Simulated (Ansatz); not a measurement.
# SiO2: a tetragonal deformation path

This session takes SiO2 and sets out to look for other minima along a tetragonal path.

Computed with Ansatz 0.2.0 (DFT r2SCAN, scalar-relativistic, plane waves, PAW, unless a step's input says otherwise).

1 further run of the same task is left out (set aside as unsound or not needed).

## (1) The starting structure

The structure is tetragonal, space group I-42d (No. 122). Conventional cell: a = 4.946 Å, b = 4.946 Å, c = 7.313 Å, α = 90.00°, β = 90.00°, γ = 90.00°. Around Si (site symmetry -4) lie 4 O at 1.61 Å. O (site symmetry 2) has 2 Si at 1.61 Å as nearest neighbours.

As a file:

```
CELL_PARAMETERS angstrom
-2.47324 2.47324 3.65636
2.47324 -2.47324 3.65636
2.47324 2.47324 -3.65636
ATOMIC_POSITIONS crystal
Si 0.00000 0.00000 0.00000
Si 0.75000 0.25000 0.50000
O 0.97317 0.62500 0.84817
O 0.37500 0.22317 0.34817
O 0.77683 0.12500 0.15183
O 0.87500 0.02683 0.65183
```

It is the result of an earlier relaxation at this level (volume 14.91 Å³/atom; gap on the mesh: 6.56 eV).

## (2) The undisturbed cell

Input file input.yaml:

```yaml
crystal:
  lattice:
    - [-2.4732446225, 2.4732446225, 3.656357198]
    - [2.4732446225, -2.4732446225, 3.656357198]
    - [2.4732446225, 2.4732446225, -3.656357198]
  atoms:
    - { symbol: Si, position: [0.0, 0.0, 0.0] }
    - { symbol: Si, position: [0.75, 0.25, 0.5] }
    - { symbol: O, position: [0.9731664815, 0.625, 0.8481664815] }
    - { symbol: O, position: [0.375, 0.2231664815, 0.3481664815] }
    - { symbol: O, position: [0.7768335185, 0.125, 0.1518335185] }
    - { symbol: O, position: [0.875, 0.0268335185, 0.6518335185] }
basis:
  ecutwfc: 500
kpoints:
  mp_grid: { grid: [8, 8, 8] }
hamiltonian:
  xc: r2scan
scf:
  occupations: { method: gaussian, width: 0.05 }
output:
  forces: true
  stress: true
  eigenvalues: true
  write_density: true
  write_potential: true
  elf: true
  volumetric_format: npy
```

Started as:

```
$ ansatz run input.yaml --threads 1 --pin off --max-ram 2560MiB --backend cpu --events-out ev --progress --plain --runs-dir out
```

## (3) Next: a tetragonal deformation path

At fixed volume and fractional coordinates, lengths along (0.000, 0.000, 1.000) are scaled against those across it; ρ is that ratio over its starting value.

## (4) ρ = 0.850

Edit input.yaml of step 2 so:

```diff
@@ -2,5 +2,5 @@
   lattice:
-    - [-2.4732446225, 2.4732446225, 3.656357198]
-    - [2.4732446225, -2.4732446225, 3.656357198]
-    - [2.4732446225, 2.4732446225, -3.656357198]
+    - [-2.6109232057, 2.6109232057, 3.2809118857]
+    - [2.6109232057, -2.6109232057, 3.2809118857]
+    - [2.6109232057, 2.6109232057, -3.2809118857]
   atoms:
@@ -24,5 +24 @@
   eigenvalues: true
-  write_density: true
-  write_potential: true
-  elf: true
-  volumetric_format: npy
```

## (5) Point ρ = 1.200

Edit input.yaml of step 4 so:

```diff
@@ -2,5 +2,5 @@
   lattice:
-    - [-2.6109232057, 2.6109232057, 3.2809118857]
-    - [2.6109232057, -2.6109232057, 3.2809118857]
-    - [2.6109232057, 2.6109232057, -3.2809118857]
+    - [-2.327412298, 2.327412298, 4.1289166293]
+    - [2.327412298, -2.327412298, 4.1289166293]
+    - [2.327412298, 2.327412298, -4.1289166293]
   atoms:
```

## (6) Point ρ = 0.920

Edit input.yaml of step 5 so:

```diff
@@ -2,5 +2,5 @@
   lattice:
-    - [-2.327412298, 2.327412298, 4.1289166293]
-    - [2.327412298, -2.327412298, 4.1289166293]
-    - [2.327412298, 2.327412298, -4.1289166293]
+    - [-2.5429498631, 2.5429498631, 3.4586543989]
+    - [2.5429498631, -2.5429498631, 3.4586543989]
+    - [2.5429498631, 2.5429498631, -3.4586543989]
   atoms:
```

## (7) Point ρ = 1.100

Edit input.yaml of step 6 so:

```diff
@@ -2,5 +2,5 @@
   lattice:
-    - [-2.5429498631, 2.5429498631, 3.4586543989]
-    - [2.5429498631, -2.5429498631, 3.4586543989]
-    - [2.5429498631, 2.5429498631, -3.4586543989]
+    - [-2.3959045471, 2.3959045471, 3.8962224086]
+    - [2.3959045471, -2.3959045471, 3.8962224086]
+    - [2.3959045471, 2.3959045471, -3.8962224086]
   atoms:
```

## (8) Point ρ = 0.960

Edit input.yaml of step 7 so:

```diff
@@ -2,5 +2,5 @@
   lattice:
-    - [-2.3959045471, 2.3959045471, 3.8962224086]
-    - [2.3959045471, -2.3959045471, 3.8962224086]
-    - [2.3959045471, 2.3959045471, -3.8962224086]
+    - [-2.5071288964, 2.5071288964, 3.5581924874]
+    - [2.5071288964, -2.5071288964, 3.5581924874]
+    - [2.5071288964, 2.5071288964, -3.5581924874]
   atoms:
```

## (9) Point ρ = 1.050

Edit input.yaml of step 8 so:

```diff
@@ -2,5 +2,5 @@
   lattice:
-    - [-2.5071288964, 2.5071288964, 3.5581924874]
-    - [2.5071288964, -2.5071288964, 3.5581924874]
-    - [2.5071288964, 2.5071288964, -3.5581924874]
+    - [-2.4333466033, 2.4333466033, 3.7772420495]
+    - [2.4333466033, -2.4333466033, 3.7772420495]
+    - [2.4333466033, 2.4333466033, -3.7772420495]
   atoms:
@@ -24 +24,5 @@
   eigenvalues: true
+  write_density: true
+  write_potential: true
+  elf: true
+  volumetric_format: npy
```

## (10) ρ = 0.800

Edit input.yaml of step 9 so:

```diff
@@ -2,5 +2,5 @@
   lattice:
-    - [-2.4333466033, 2.4333466033, 3.7772420495]
-    - [2.4333466033, -2.4333466033, 3.7772420495]
-    - [2.4333466033, 2.4333466033, -3.7772420495]
+    - [-2.6642220058, 2.6642220058, 3.1509531146]
+    - [2.6642220058, -2.6642220058, 3.1509531146]
+    - [2.6642220058, 2.6642220058, -3.1509531146]
   atoms:
@@ -24,5 +24 @@
   eigenvalues: true
-  write_density: true
-  write_potential: true
-  elf: true
-  volumetric_format: npy
```

## (11) ρ = 1.300

Edit input.yaml of step 10 so:

```diff
@@ -2,5 +2,5 @@
   lattice:
-    - [-2.6642220058, 2.6642220058, 3.1509531146]
-    - [2.6642220058, -2.6642220058, 3.1509531146]
-    - [2.6642220058, 2.6642220058, -3.1509531146]
+    - [-2.2661359267, 2.2661359267, 4.3552275548]
+    - [2.2661359267, -2.2661359267, 4.3552275548]
+    - [2.2661359267, 2.2661359267, -4.3552275548]
   atoms:
@@ -24 +24,5 @@
   eigenvalues: true
+  write_density: true
+  write_potential: true
+  elf: true
+  volumetric_format: npy
```

(Steps that only read results are left out.)

**Question.** What will these runs give? Wanted: highest point.

**Answer**, as computed:

| quantity | value |
| --- | --- |
| highest point | 172.2 meV/atom at ρ = 1.300 |

What this shows: The undisturbed cell stays the lowest of the sampled points. No further minimum shows among the sampled points. The gap on the mesh stays between 5.40 and 6.56 eV.
